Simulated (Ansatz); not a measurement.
# Cl2FOSn radical: small, medium and large basis sets

Aim: see how fast density functionals converge with the basis set for Cl2FOSn radical.

The runs use Ansatz 0.2.0, Gaussian basis; one geometry, several basis sets.

Levels to be run: PBE0-D4/def2-SVP; ωB97M-V/def2-SVP; PBE0-D4/def2-QZVPP; ωB97M-V/def2-QZVPP; the functionals' def2-TZVPP values are taken from earlier runs.

### 1 The relaxed structure

An earlier PBE0-D4 in a triple-zeta def2 set relaxation fixed the geometry. Sn takes the def2 core potential; no spin-orbit term is included.

SMILES `[O][Sn]([F])([Cl])[Cl]`, 5 atoms, charge 0, spin multiplicity 2.

Atoms are counted from 1 here; the program's logs count them from 0.

Bond lengths: O1–Sn2 1.967 Å, Sn2–F3 1.893 Å, Sn2–Cl4 2.277 Å, Sn2–Cl5 2.278 Å. Angles: O1–Sn2–F3 109.2°, O1–Sn2–Cl4 109.4°, O1–Sn2–Cl5 108.9°, F3–Sn2–Cl4 107.2°, F3–Sn2–Cl5 107.5°, Cl4–Sn2–Cl5 114.5°.

Coordinates:

```xyz
5

O    -0.2171   -0.3370    1.9497
Sn    0.0321   -0.0416    0.0209
F     1.4983   -1.0755   -0.5832
Cl   -1.8131   -0.7679   -1.0993
Cl    0.5499    2.1485   -0.3295
```

### 2 PBE0-D4 in def2-SVP

The input, in.yaml:

```yaml
crystal:
  periodic: [false, false, false]
  atoms:
    - {symbol: O, position_ang: [-0.217105, -0.337025, 1.949719]}
    - {symbol: Sn, position_ang: [0.032082, -0.041624, 0.020901]}
    - {symbol: F, position_ang: [1.498279, -1.075534, -0.583230]}
    - {symbol: Cl, position_ang: [-1.813110, -0.767892, -1.099272]}
    - {symbol: Cl, position_ang: [0.549856, 2.148475, -0.329519]}
basis:
  gaussian: {orbitals: def2-SVP}
magnetization: {spin_polarized: true, initial_magnetization: 1}
hamiltonian: {xc: pbe0, dispersion: d4}
output: {orbitals: {seedname: orbitals}}
```

Started as:

```console
ansatz run in.yaml --threads 4 --pin off --events-out ev --progress --plain --max-ram 10444MiB
```

Further steps of the session: ωB97M-V in def2-SVP; PBE0-D4 in def2-QZVPP; ωB97M-V in def2-QZVPP.

Q: Predict the results of all the runs planned. Wanted: PBE0-D4: double and triple zeta above quadruple; ωB97M-V: double and triple zeta above quadruple.

**Answer**, as computed:

| quantity | value |
| --- | --- |
| PBE0-D4: double and triple zeta above quadruple | 16.35, 1.09 eV |
| ωB97M-V: double and triple zeta above quadruple | 16.31, 1.04 eV |

In words: For PBE0-D4 the step from double to triple zeta gains 15.26 eV and the next only 1.09 eV. These are total energies; as a rule much of such shifts cancels in differences, which this series doesn't test.
